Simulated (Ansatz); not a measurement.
**F3H2InS: basis-set convergence**

How large a basis does F3H2InS need? Two functionals are run in growing sets.

Program: Ansatz 0.2.0, Gaussian basis. Level of theory: one geometry, several basis sets. These are calculated values, not measurements.

The runs, in order: PBE0-D4/def2-SVP; ωB97M-V/def2-SVP; PBE0-D4/def2-QZVPP; ωB97M-V/def2-QZVPP; the functionals' def2-TZVPP values are taken from earlier runs.

### 1 Structure used throughout

All runs share one geometry, relaxed beforehand with PBE0-D4 in a triple-zeta def2 set. In takes the def2 core potential; no spin-orbit term is included.

SMILES `[F][In-]([F])([F])[SH2+]`, 7 atoms, charge 0, spin multiplicity 1.

Atoms are counted from 1 here; the program's logs count them from 0.

Bond lengths: F1–In2 1.933 Å, In2–F3 1.946 Å, In2–F4 1.946 Å, In2–S5 2.676 Å, S5–H6 1.347 Å, S5–H7 1.347 Å. Angles: F1–In2–F3 119.1°, F1–In2–F4 119.2°, F1–In2–S5 107.7°, F3–In2–F4 116.8°, F3–In2–S5 92.0°, F4–In2–S5 92.2°, In2–S5–H6 88.9°, In2–S5–H7 89.0°, H6–S5–H7 93.1°.

### 2 PBE0-D4 in def2-SVP

The input, in.yaml:

```yaml
crystal:
  periodic: [false, false, false]
  atoms:
    - {symbol: F, position_ang: [1.283224, -1.699945, 1.638177]}
    - {symbol: In, position_ang: [0.094480, -1.048966, 0.259978]}
    - {symbol: F, position_ang: [-1.805489, -0.884044, 0.648785]}
    - {symbol: F, position_ang: [0.591996, -1.277599, -1.607484]}
    - {symbol: S, position_ang: [0.390070, 1.607414, 0.120012]}
    - {symbol: H, position_ang: [-0.951673, 1.729828, 0.116368]}
    - {symbol: H, position_ang: [0.458590, 1.505312, -1.221633]}
basis:
  gaussian: {orbitals: def2-SVP}
hamiltonian: {xc: pbe0, dispersion: d4}
output: {orbitals: {seedname: orbitals}}
```

After this run come: ωB97M-V in def2-SVP; PBE0-D4 in def2-QZVPP; ωB97M-V in def2-QZVPP.

Before running them: what should the planned runs give, taken together? Wanted: PBE0-D4: double and triple zeta above quadruple; ωB97M-V: double and triple zeta above quadruple.

**Answer**, as computed:

```
                                       quantity           value
PBE0-D4: double and triple zeta above quadruple  15.49, 0.88 eV
ωB97M-V: double and triple zeta above quadruple  15.66, 0.83 eV
```

For PBE0-D4 the step from double to triple zeta gains 14.61 eV and the next only 0.88 eV. Total energies overstate the basis error of differences, where much of it tends to cancel.
